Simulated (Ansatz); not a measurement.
Run this with Ansatz 0.2.0, Python API and show what comes out.

Input file `c3h6sn.xyz`:
```text
10

C    -0.71950    1.04400    0.00170
C    -1.22450   -0.17350    0.34380
Sn    0.56430   -1.27430    0.06280
C     0.71940    0.69930   -0.30820
H    -1.26380    2.04380   -0.07820
H    -2.19700   -0.50210    0.66380
H     0.58460   -2.28510   -1.34750
H     1.36800   -1.71650    1.59260
H     0.89860    0.90080   -1.32660
H     1.35290    1.21240    0.39880
```

The script, `run_disp.py`:
```python
"""Size of D3 and D4 in C3H6Sn."""

import ansatz

BASIS_SET = "def2-SVP"

c3h6sn = ansatz.Crystal.molecule_from_extxyz("c3h6sn.xyz")

model = c3h6sn.calculation().basis(gaussian=BASIS_SET)
for name in ["blyp", "pbe"]:
    for correction in ("d3bj", "d4"):
        summary = model.functional(name, dispersion=correction).run(threads=1, backend="cpu").report
        print(f"{name:8s} {correction:5s} total {summary['free_energy_ev']:.5f} eV, of which dispersion {1000 * summary['dispersion']['energy']['ev']:.2f} meV")
```

`python run_disp.py` gives:
```text
blyp     d3bj  total -9031.64016 eV, of which dispersion -482.23 meV
blyp     d4    total -9031.64260 eV, of which dispersion -484.67 meV
pbe      d3bj  total -9030.33717 eV, of which dispersion -215.77 meV
pbe      d4    total -9030.34108 eV, of which dispersion -219.68 meV
```

Total energies depend on the basis set; only differences at equal settings carry meaning. The geometry is a force-field or estimated start, not a minimum of this method, and the basis set is short of its limit. D4 holds the three-body term, and d3bj doesn't. def2 sets replace the cores of elements past krypton by effective core potentials. The whole script took 9.1 s on 1 thread of Arm Neoverse V2 (shared host), peak memory 0.19 GiB.
